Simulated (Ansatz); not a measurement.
**Nudged elastic band run: Mg8Si4HO**

Input:

```yaml
crystal:
  lattice:
    - [6.391, 0.0, 0.0]
    - [0.0, 6.391, 0.0]
    - [0.0, 0.0, 15.79325]
  atoms:
    - { symbol: Mg, position: [0.23157506, 0.86316705, 0.3394414] }
    - { symbol: Mg, position: [0.4588871, 0.45829887, 0.27791869] }
    - { symbol: Si, position: [0.0, 0.0, 0.0633182] }
    - { symbol: Mg, position: [0.2431168, 0.24397099, 0.1448658] }
    - { symbol: Mg, position: [0.2673298, 0.77171837, 0.14235796] }
    - { symbol: Si, position: [0.03604239, 0.54295543, 0.26177045] }
    - { symbol: Mg, position: [0.75822912, 0.75790214, 0.15245084] }
    - { symbol: Mg, position: [0.77057384, 0.26624481, 0.14213599] }
    - { symbol: Si, position: [0.5423358, 0.03526605, 0.26163942] }
    - { symbol: Mg, position: [0.86453473, 0.23024257, 0.33860243] }
    - { symbol: Mg, position: [0.76492271, 0.76457663, 0.35754823] }
    - { symbol: Si, position: [0.5, 0.5, 0.0633182] }
    - { symbol: O, position: [-0.01643899, 0.98268192, 0.40590117] }
    - { symbol: H, position: [0.00199391, 1.00477438, 0.46661482] }
basis:
  ecutwfc: 420.0
kpoints:
  mp_grid: { grid: [3, 3, 1] }
hamiltonian:
  xc: pbesol
scf:
  occupations: { method: gaussian, width: 0.1 }
  lower_state_search: "off"
neb:
  images: 5
  f_tol: 0.03
  initial_path: idpp
  max_iterations: 80
  constraints: [{ sites: [2, 11] }]
  final_atoms:
    - { symbol: Mg, position: [0.22913034, 0.75685242, 0.35512218] }
    - { symbol: Mg, position: [0.09171332, 0.17884573, 0.32798231] }
    - { symbol: Si, position: [0.0, 0.0, 0.06331819] }
    - { symbol: Mg, position: [0.23704831, 0.26338062, 0.14196108] }
    - { symbol: Mg, position: [0.24572357, 0.75279501, 0.15089402] }
    - { symbol: Si, position: [-0.02804605, 0.51995204, 0.25347121] }
    - { symbol: Mg, position: [0.73381891, 0.76566425, 0.14633804] }
    - { symbol: Mg, position: [0.75222279, 0.24513277, 0.14324569] }
    - { symbol: Si, position: [0.47331965, 0.0275357, 0.25649302] }
    - { symbol: Mg, position: [0.53705505, 0.44135077, 0.28061834] }
    - { symbol: Mg, position: [0.7562478, 0.82391655, 0.35107876] }
    - { symbol: Si, position: [0.5, 0.5, 0.06331819] }
    - { symbol: O, position: [0.01046335, 0.94144391, 0.3915804] }
    - { symbol: H, position: [-0.50383055, 0.61361518, 0.38224417] }
  order_check: true
```

Run as:

```bash
$ ansatz run input.yaml --threads 2 --pin off --max-ram 5120MiB --backend cpu --events-out ev --progress --plain --runs-dir out
```

Output, in part (warnings, iteration lines):

```
NEB end point (image 0): max|allowed force component| = 2.785e-2 eV/Å (the criterion of neb.relax_end_points is 1.000e-2)
NEB end point (image 6): max|allowed force component| = 2.749e-2 eV/Å (the criterion of neb.relax_end_points is 1.000e-2)
NEB iter   1: max|band force component| = 3.612e0 eV/Å  barrier→ = 3.9200 eV  barrier← = 4.4143 eV  Δτ_max = 0.2000 Å  (73 SCF iters)
NEB iter   2: max|band force component| = 4.151e0 eV/Å  barrier→ = 2.8756 eV  barrier← = 3.3699 eV  Δτ_max = 0.1071 Å  (49 SCF iters)
NEB iter   3: max|band force component| = 1.558e0 eV/Å  barrier→ = 2.5535 eV  barrier← = 3.0478 eV  Δτ_max = 0.1047 Å  (46 SCF iters)
NEB iter   4: max|band force component| = 1.681e0 eV/Å  barrier→ = 2.3059 eV  barrier← = 2.8002 eV  Δτ_max = 0.2000 Å  (46 SCF iters)
NEB iter   5: max|band force component| = 1.946e0 eV/Å  barrier→ = 2.1804 eV  barrier← = 2.6747 eV  Δτ_max = 0.1037 Å  (49 SCF iters)
NEB iter   6: max|band force component| = 1.646e0 eV/Å  barrier→ = 1.7128 eV  barrier← = 2.2071 eV  Δτ_max = 0.1027 Å  (43 SCF iters)
NEB iter   7: max|band force component| = 7.239e-1 eV/Å  barrier→ = 1.0629 eV  barrier← = 1.5572 eV  Δτ_max = 0.2000 Å  (43 SCF iters)
NEB iter   8: max|band force component| = 1.443e0 eV/Å  barrier→ = 0.9148 eV  barrier← = 1.4091 eV  Δτ_max = 0.1019 Å  (44 SCF iters)
[... lines left out ...]
NEB iter  26: max|band force component| = 1.213e-1 eV/Å  barrier→ = 1.4585 eV  barrier← = 1.9528 eV  CI = image 2  Δτ_max = 0.0481 Å  (40 SCF iters)
NEB iter  27: max|band force component| = 6.633e-2 eV/Å  barrier→ = 1.4583 eV  barrier← = 1.9526 eV  CI = image 2  Δτ_max = 0.0368 Å  (38 SCF iters)
NEB iter  28: max|band force component| = 3.410e-2 eV/Å  barrier→ = 1.4570 eV  barrier← = 1.9513 eV  CI = image 2  Δτ_max = 0.0298 Å  (36 SCF iters)
```

The run converged. Neighbouring images differ by up to 1.4 eV, so the band resolves the path poorly. By the program's own check the climbing image is of a kind that is not told: the force calls were inconclusive, a negative curvature could not be distinguished from the path's own, the only one lies far off the path, or fixed occupations may fill a level only in part (lowest curvatures found: -2.40 and 0.13 eV/Å²). Limits of this set-up: coarse k mesh, thin slab, slab without dipole correction, odd electron count without spin, a typed lattice constant that wasn't relaxed here.

Final band (atoms are numbered from 1 in the order of the input):

```json
{"image": "0", "path coordinate (Å)": "0.00", "energy (eV)": "0.00", "Mg2–Mg5 (Å)": "3.18", "Mg10–O13 (Å)": "2.05", "O13–H14 (Å)": "0.98"}
{"image": "1", "path coordinate (Å)": "1.79", "energy (eV)": "0.08", "Mg2–Mg5 (Å)": "3.92", "Mg10–O13 (Å)": "2.04", "O13–H14 (Å)": "0.97"}
{"image": "2", "path coordinate (Å)": "3.57", "energy (eV)": "1.46", "Mg2–Mg5 (Å)": "4.47", "Mg10–O13 (Å)": "1.96", "O13–H14 (Å)": "1.43"}
{"image": "3", "path coordinate (Å)": "5.35", "energy (eV)": "0.72", "Mg2–Mg5 (Å)": "4.39", "Mg10–O13 (Å)": "1.91", "O13–H14 (Å)": "2.55"}
{"image": "4", "path coordinate (Å)": "7.14", "energy (eV)": "0.10", "Mg2–Mg5 (Å)": "4.34", "Mg10–O13 (Å)": "2.09", "O13–H14 (Å)": "3.58"}
{"image": "5", "path coordinate (Å)": "8.92", "energy (eV)": "-0.21", "Mg2–Mg5 (Å)": "4.07", "Mg10–O13 (Å)": "3.70", "O13–H14 (Å)": "3.67"}
{"image": "6", "path coordinate (Å)": "10.70", "energy (eV)": "-0.49", "Mg2–Mg5 (Å)": "4.03", "Mg10–O13 (Å)": "4.74", "O13–H14 (Å)": "3.75"}
```

Time of the run: 9.8 min on 2 threads of AMD EPYC 9R45 96-Core Processor (Zen 5) (shared host), peak memory 1.8 GiB.
